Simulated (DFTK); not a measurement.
# Ir in DFTK: reference runs

Aim: a first look at Ir with PBE, on the cell as given.

All numbers are computed with DFTK 0.8.2; they aren't measurements. Logs are shortened: lines on timing, memory, paths and dates and some standing lists are left out, and cuts for length are marked.

### 1 The structure

The cell holds a sheet with vacuum, 1 atom: a = 2.452 Å, b = 2.452 Å, c = 23.800 Å, α = 90.00°, β = 90.00°, γ = 90.00°.

The cell was built by a generator and needn't be a form met in nature.

### 2 Single point, PBE

File run.jl:

```julia
using DFTK
using PseudoPotentialData
using Unitful, UnitfulAtomic
using LinearAlgebra, Printf
include("save.jl")
disable_threading()

# lattice vectors are the columns
lattice = austrip(1u"Å") * [       2.45184            0.0            0.0;
                      0.0        2.45184            0.0;
                      0.0            0.0           23.8]
symbols   = [:Ir]
positions = [[0.0, 0.0, 0.29412]]
pseudopotentials = PseudoFamily("dojo.nc.sr.pbe.v0_4_1.standard.upf")
elements = Dict(s => ElementPsp(s, pseudopotentials) for s in unique(symbols))
atoms    = [elements[s] for s in symbols]

build_model(lattice, positions; symmetries=true) =
    model_DFT(lattice, atoms, positions;
              functionals=PBE(),
              temperature=austrip(0.05u"eV"),
              smearing=Smearing.FermiDirac(),
              symmetries)
Ecut  = 40.0  # hartree
kgrid = [11, 11, 1]
tol   = 1e-6
to_GPa = ustrip(uconvert(u"GPa", 1u"hartree/bohr^3"))

model = build_model(lattice, positions)
basis = PlaneWaveBasis(model; Ecut, kgrid)
display(basis)
scfres = self_consistent_field(basis;
                               tol,
                               nbandsalg=AdaptiveBands(model; n_bands_converge=13))
display(scfres.energies)
@printf "Fermi level: %.6f eV\n" ustrip(auconvert(u"eV", something(scfres.εF, NaN)))
forces = compute_forces_cart(scfres)
println("Forces (eV/Å)")
for (s, f) in zip(symbols, forces)
    @printf "%-3s %12.6f %12.6f %12.6f\n" s ustrip.(auconvert.(u"eV/Å", f))...
end
stress = compute_stresses_cart(scfres)
println("Stress (GPa)")
display(round.(stress * to_GPa; digits=4))
println("Levels at the first k-point (eV): ", round.(ustrip.(auconvert.(u"eV", scfres.eigenvalues[1][1:scfres.n_bands_converge])); digits=4))
save_scf!(scfres; forces, stress)
```

Potentials or basis: dojo.nc.sr.pbe.v0_4_1.standard.upf (PBE).

The run is started by

```console
$ julia --threads=1 run.jl  # save.jl only writes the numbers to a file and isn't shown; printed stress counts tension as positive; times include loading and compiling
```

What it wrote:

```text
PlaneWaveBasis discretization:

    Ecut                 : 40.0 Ha
    fft_size             : (30, 30, 270), 243000 total points
    kgrid                : MonkhorstPack([11, 11, 1])
    num.   red. kpoints  : 121
    num. irred. kpoints  : 21

    Discretized Model(gga_x_pbe+gga_c_pbe, 3D):
        lattice (in Bohr)    : [4.63331   , 0         , 0         ]
                               [0         , 4.63331   , 0         ]
                               [0         , 0         , 44.9755   ]
        unit cell volume     : 965.51 Bohr³

        atoms                : Ir
        pseudopot. family    : PseudoFamily("dojo.nc.sr.pbe.v0_4_1.standard.upf")

        num. electrons       : 17
        spin polarization    : none
        temperature          : 0.0018375 Ha
        smearing             : DFTK.Smearing.FermiDirac()

        terms                : Kinetic()
                               AtomicLocal()
                               AtomicNonlocal()
                               Ewald(nothing)
                               PspCorrection()
                               Hartree()
                               Xc(gga_x_pbe, gga_c_pbe)
                               Entropy()
n     Energy            log10(ΔE)   log10(Δρ)   Diag   Δtime
---   ---------------   ---------   ---------   ----   ------
  1   -115.0825392936                   -1.14    4.3    43.2s
  2   -115.0834217581       -3.05       -1.40    1.1    22.6s
  3   -115.0839123646       -3.31       -2.14    4.7    35.2s
  4   -115.0839249681       -4.90       -2.75    2.9    28.1s
  5   -115.0839260073       -5.98       -3.35    2.8    30.1s
  6   -115.0839260482       -7.39       -4.12    4.0    31.2s
  7   -115.0839260496       -8.85       -4.64    5.6    35.8s
  8   -115.0839260498       -9.81       -5.32    5.1    33.2s
  9   -115.0839260498      -10.64       -5.95    6.1    39.3s
 10   -115.0839260498      -12.40       -6.46    8.0    37.5s
Energy breakdown (in Ha):
    Kinetic             32.0818557
    AtomicLocal         -610.9934463
    AtomicNonlocal      5.9031847
    Ewald               195.3841848
    PspCorrection       0.4872508
    Hartree             283.8268912
    Xc                  -21.7732630
    Entropy             -0.0005838

    total               -115.083926049822
Fermi level: -3.706140 eV
Forces (eV/Å)
Ir      0.000000     0.000000     0.000208
Stress (GPa)
3×3 StaticArraysCore.SMatrix{3, 3, Float64, 9} with indices SOneTo(3)×SOneTo(3):
 0.1461   0.0     0.0
 0.0      0.1461  0.0
 0.0     -0.0     0.0015
Levels at the first k-point (eV): [-95.9307, -52.4312, -52.3093, -52.3093, -11.4872, -10.0557, -6.2522, -2.9875, -2.9875, -2.5034, -1.5359, 2.0142, 2.3962]
```

Wall time 11 min (1 thread of AMD EPYC (Zen 3), shared host); peak memory 2.3 GiB.

What came out:

| Item | Value |
| --- | --- |
| Free energy | -3131.5932 eV |
| Band gap on the k mesh | none (metal or under the smearing width) |

Caveat: there is no dipole correction across the vacuum. Spin-orbit coupling is left out, which matters for the levels of Ir.
